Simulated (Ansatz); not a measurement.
**C2H5AlBN: small, medium and large basis sets**

One table from this session's results is given with a row withheld; the runs are named, their logs left out.

The runs use Ansatz 0.2.0, Gaussian basis; one geometry, several basis sets.

The runs, in order: PBE0-D4/def2-SVP; ωB97M-V/def2-SVP; PBE0-D4/def2-QZVPP; ωB97M-V/def2-QZVPP; the functionals' def2-TZVPP values are taken from earlier runs.

## The geometry

The geometry comes from an earlier relaxation with PBE0-D4 in a triple-zeta def2 set; it is a stationary point, not always the lowest conformer.

10 atoms, charge 0, spin multiplicity 1.

Atoms are counted from 1 here; the program's logs count them from 0.

Bond lengths: B1–C2 1.492 Å, B1–H6 1.207 Å, B1–H7 1.201 Å, C2–C3 1.391 Å, C2–Al5 1.916 Å, C3–N4 1.360 Å, C3–H8 1.094 Å, N4–Al5 1.853 Å, N4–H9 1.004 Å, Al5–H10 1.581 Å. Angles: C2–B1–H6 119.4°, C2–B1–H7 122.5°, H6–B1–H7 118.1°, B1–C2–C3 124.0°, B1–C2–Al5 153.2°, C3–C2–Al5 82.9°, C2–C3–N4 115.0°, C2–C3–H8 124.7°, N4–C3–H8 120.3°, C3–N4–Al5 86.1°, C3–N4–H9 120.5°, Al5–N4–H9 153.4°, C2–Al5–N4 76.0°, C2–Al5–H10 154.4°, N4–Al5–H10 129.6°.

Geometry (Å):

```csv
atom,x (Å),y (Å),z (Å)
B1,-1.25295,0.57671,-1.41873
C2,-0.14384,0.24276,-0.47883
C3,-0.31496,-0.47134,0.70229
N4,0.82092,-0.67350,1.42281
Al5,1.68853,0.26492,0.08055
H6,-2.37573,0.21699,-1.16174
H7,-1.07616,1.19538,-2.43257
H8,-1.27304,-0.85920,1.06167
H9,0.79198,-1.17936,2.28974
H10,3.21835,0.63555,-0.06219
```

Set-up of the first run:

in.yaml

```yaml
crystal:
  periodic: [false, false, false]
  atoms:
    - {symbol: B, position_ang: [-1.252953, 0.576705, -1.418728]}
    - {symbol: C, position_ang: [-0.143840, 0.242758, -0.478825]}
    - {symbol: C, position_ang: [-0.314965, -0.471342, 0.702286]}
    - {symbol: N, position_ang: [0.820923, -0.673500, 1.422806]}
    - {symbol: Al, position_ang: [1.688532, 0.264922, 0.080548]}
    - {symbol: H, position_ang: [-2.375732, 0.216992, -1.161741]}
    - {symbol: H, position_ang: [-1.076156, 1.195375, -2.432568]}
    - {symbol: H, position_ang: [-1.273045, -0.859195, 1.061672]}
    - {symbol: H, position_ang: [0.791983, -1.179364, 2.289737]}
    - {symbol: H, position_ang: [3.218352, 0.635547, -0.062188]}
basis:
  gaussian: {orbitals: def2-SVP}
hamiltonian: {xc: pbe0, dispersion: d4}
output: {orbitals: {seedname: orbitals}}
```

Steps of the session up to this table: PBE0-D4 in def2-SVP; ωB97M-V in def2-SVP; PBE0-D4 in def2-QZVPP; ωB97M-V in def2-QZVPP.

One table of the session follows, with a row left open; its other results are not shown here.

It belongs to the step «Functionals by basis». 

| functional | basis | HOMO (eV) | LUMO (eV) |
| --- | --- | --- | --- |
| PBE0-D4 | def2-SVP | -6.25 | -1.55 |
| PBE0-D4 | def2-TZVPP | -6.36 | -1.61 |
| PBE0-D4 | def2-QZVPP | -6.38 | -1.65 |
| ωB97M-V | def2-SVP | -8.29 | 0.28 |
| ωB97M-V | def2-TZVPP | ? | ? |
| ωB97M-V | def2-QZVPP | -8.45 | -0.03 |

**Question.** Estimate the row for ωB97M-V, def2-TZVPP.

**Answer.** HOMO (eV): -8.42; LUMO (eV): 0.13. In the column «HOMO (eV)» it lies between ωB97M-V, def2-QZVPP (-8.45) and ωB97M-V, def2-SVP (-8.29).
